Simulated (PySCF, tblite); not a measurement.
**C3H10GeSi2: geometry, infrared bands and NMR shifts**

Aim: predict the infrared bands and NMR shifts of C3H10GeSi2 (`CC#[C][GeH2][SiH2][SiH3]`).

Computed with tblite 0.8.0 and PySCF 2.14.0, with density-fitted response routines of our own, on a single molecule in the gas phase. Atoms count from 0, in the outputs and in this text.

### Step 1. The molecule as given

16 atoms, charge 0, multiplicity 1; geometry from: force field or distance geometry start.

Bonds of the start (Å): C0–C1 1.47, C1–C2 1.20, C2–Ge3 1.89, Ge3–Si4 2.31, Si4–Si5 2.23, C0–H6 1.10, C0–H7 1.12, C0–H8 1.11, Ge3–H9 1.55, Ge3–H10 1.56, Si4–H11 1.48, Si4–H12 1.47, Si5–H13 1.46, Si5–H14 1.47, Si5–H15 1.47.

### Step 2. Optimising the geometry with GFN2-xTB

The job: settings as JSON, then the geometry in Å.

```
{"job": {"kind": "relax", "xc": "GFN2-xTB", "basis": "xTB"}, "charge": 0, "multiplicity": 1}
C      3.132100     1.407900    -0.406600
C      2.115100     0.362000    -0.262900
C      1.301200    -0.512400    -0.123800
Ge    -0.015900    -1.855500     0.063800
Si    -2.107100    -0.927500    -0.222400
Si    -2.338600     0.795100     1.169800
H      3.970400     1.221600     0.281800
H      2.673300     2.398200    -0.162700
H      3.499500     1.416500    -1.450000
H      0.212600    -2.976100    -0.977600
H      0.074900    -2.462700     1.497500
H     -2.235000    -0.449800    -1.612500
H     -3.148400    -1.929600     0.054600
H     -3.649500     1.413400     0.978100
H     -2.210900     0.323500     2.558200
H     -1.281400     1.784400     0.911900
```

Started as:

```
> OMP_NUM_THREADS=1 python probes_run.py task.json out
```

The driver reads the jobs from task.json and runs them one after another.

**Question.** This job is followed by: GFN2-xTB harmonic vibrations, gas phase; GIAO PBE0/pcSseg-1 NMR shielding, non-relativistic, gas phase. Predict these results of the whole session: strongest single infrared mode (GFN2-xTB); zero-point energy (GFN2-xTB); ¹³C shifts against TMS (PBE0/pcSseg-1); ¹H shifts against TMS (PBE0/pcSseg-1, means over atoms taken as alike); ⁷³Ge shifts against GeMe4 (PBE0/pcSseg-1); ²⁹Si shifts against TMS (PBE0/pcSseg-1); surface potential, 1st and 99th percentile.

**Answer**, as computed:

```
                                                              quantity                       value
                             strongest single infrared mode (GFN2-xTB)        609 cm⁻¹, 757 km/mol
                                          zero-point energy (GFN2-xTB)               62.9 kcal/mol
                                ¹³C shifts against TMS (PBE0/pcSseg-1)        114.9, 79.6, 6.2 ppm
¹H shifts against TMS (PBE0/pcSseg-1, means over atoms taken as alike)  4.28, 3.61, 3.50, 2.03 ppm
                             ⁷³Ge shifts against GeMe4 (PBE0/pcSseg-1)                    -292 ppm
                               ²⁹Si shifts against TMS (PBE0/pcSseg-1)          -116.2, -120.8 ppm
                                 surface potential, 1st and 99th percentile          -0.95 V and 0.98 V
```

Relaxing lowered the energy by 0.246 eV in 64 steps; the close pair that moved most is Si4–Si5, from 2.227 to 2.316 Å. All 42 modes are real, so the xTB geometry is a minimum. The strongest single mode, at 609 cm⁻¹, has its largest shares on H12, H10 and H11 (the list is cut at 3 atoms). Unscaled tight-binding wavenumbers are off by several per cent, some by more. Its intensities can rank the bands wrongly. At PBE0/pcSseg-1: Shielding is most anisotropic at C1 (span 294 ppm, paramagnetic term -201 ppm). Spin-orbit coupling is left out, which matters for shieldings and couplings at and beside the heavy atoms.
